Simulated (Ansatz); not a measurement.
**LaCoPO (P4/nmm): equation of state**

One table from this session's results is given with a row withheld; the runs are named, their logs left out.

Program: Ansatz 0.2.0. Level of theory: DFT PBE+U (U_eff = 3.3 eV on Co 3d), scalar-relativistic, plane waves, PAW. These are calculated values, not measurements.

## The starting structure

The structure is tetragonal, space group P4/nmm (No. 129). Conventional cell: a = 4.012 Å, b = 4.012 Å, c = 8.255 Å, α = 90.00°, β = 90.00°, γ = 90.00°. La (site symmetry 4mm) has 4 O at 2.37 Å as nearest neighbours. Co (site symmetry -4m2) has 4 P at 2.23 Å as nearest neighbours. P (site symmetry 4mm) is surrounded by 4 Co at 2.23 Å. O (site symmetry -4m2) has 4 La at 2.37 Å as nearest neighbours.

Coordinates:

```cif
data_structure
_symmetry_space_group_name_H-M 'P4/nmm:1'
_symmetry_Int_Tables_number 129
_cell_length_a 4.0123
_cell_length_b 4.0123
_cell_length_c 8.2549
_cell_angle_alpha 90.000
_cell_angle_beta 90.000
_cell_angle_gamma 90.000
_cell_volume 132.89
loop_
_atom_site_label
_atom_site_type_symbol
_atom_site_symmetry_multiplicity
_atom_site_Wyckoff_symbol
_atom_site_fract_x
_atom_site_fract_y
_atom_site_fract_z
_atom_site_occupancy
La1 La 2 c 0.00000 0.50000 0.84792 1
Co1 Co 2 b 0.50000 0.50000 0.50000 1
P1 P 2 c 0.50000 0.00000 0.61878 1
O1 O 2 a 0.00000 0.00000 0.00000 1
```

An earlier run at PBE+U (U_eff = 3.3 eV on Co 3d) left this cell at 16.611 Å³/atom and -0.14 GPa (6×6×4 mesh).

Volume factors to run: 0.980, 1.020, 0.960, 1.040.

Set-up of the first run:

The input, input.yaml:

```yaml
crystal:
  lattice:
    - [3.9853538816, 0.0, 0.0]
    - [0.0, 3.9853538816, 0.0]
    - [0.0, 0.0, 8.1995348741]
  atoms:
    - { symbol: La, position: [0.0, 0.5, 0.8479185304] }
    - { symbol: La, position: [0.5, 0.0, 0.1520814696] }
    - { symbol: Co, position: [0.5, 0.5, 0.5], spin: 0.83 }
    - { symbol: Co, position: [0.0, 0.0, 0.5], spin: 0.83 }
    - { symbol: P, position: [0.5, 0.0, 0.6187777342] }
    - { symbol: P, position: [0.0, 0.5, 0.3812222658] }
    - { symbol: O, position: [0.0, 0.0, 0.0] }
    - { symbol: O, position: [0.5, 0.5, 0.0] }
basis:
  ecutwfc: 420
  ecutrho_ratio: 4
kpoints:
  mp_grid: { grid: [6, 6, 4] }
hamiltonian:
  xc: pbe
  hubbard:
    sites:
      - { species: Co, l: d, u_eff: 3.3, starting_ns: start.occupation_matrices }
    ns_hold: { iters: 6 }
scf:
  occupations: { method: gaussian, width: 0.05 }
  lower_state_search: "off"
output:
  forces: true
  stress: true
  eigenvalues: true
  populations: true
magnetization:
  spin_polarized: true
relax:
  f_tol: 0.01
  max_steps: 40
  cell: { stress_tol: 0.1, fix: [volume] }
```

The open shells start from the occupation matrices of the run at the neighbouring geometry (file start.occupation_matrices).

On the command line:

```sh
ansatz run input.yaml --threads 4 --pin off --max-ram 10240MiB --backend cpu --events-out ev --progress --plain --runs-dir out
```

Steps of the session up to this table: Scaling the volume by 0.980; Scaling the volume by 1.020; At 0.960 of the relaxed volume; Scaling the volume by 1.040.

One table of the session follows, with a row left open; its other results are not shown here.

It belongs to the step «Energy and pressure against volume». 

```
volume (Å³/atom)  energy (meV/atom)  pressure (GPa)  moment of atom 3 (μB)
          15.947               8.06            4.17                   0.74
          16.279               1.80            1.90                   0.75
          16.611               0.00           -0.14                   0.75
          16.944                  ?               ?                      ?
          17.276               7.92           -3.56                   0.76
```

**Question.** Estimate the row for volume (Å³/atom) = 16.944.

Worked estimate for «energy (meV/atom)». A straight line through the neighbours (16.611, 0.00) and (17.276, 7.92) gives 0.00 + (7.92 − 0.00) × (16.944 − 16.611) / (17.276 − 16.611) = 3.97; a parabola fitted to 3 rows on both sides gives 2.04.

As computed: energy (meV/atom): 2.19; pressure (GPa): -1.94; moment of atom 3 (μB): 0.76. In «energy (meV/atom)» the line misses by +1.78 and the parabola by -0.15.

Limits of these values: Warnings in the runs' records: filled band counts differ across k points, stability check not made.
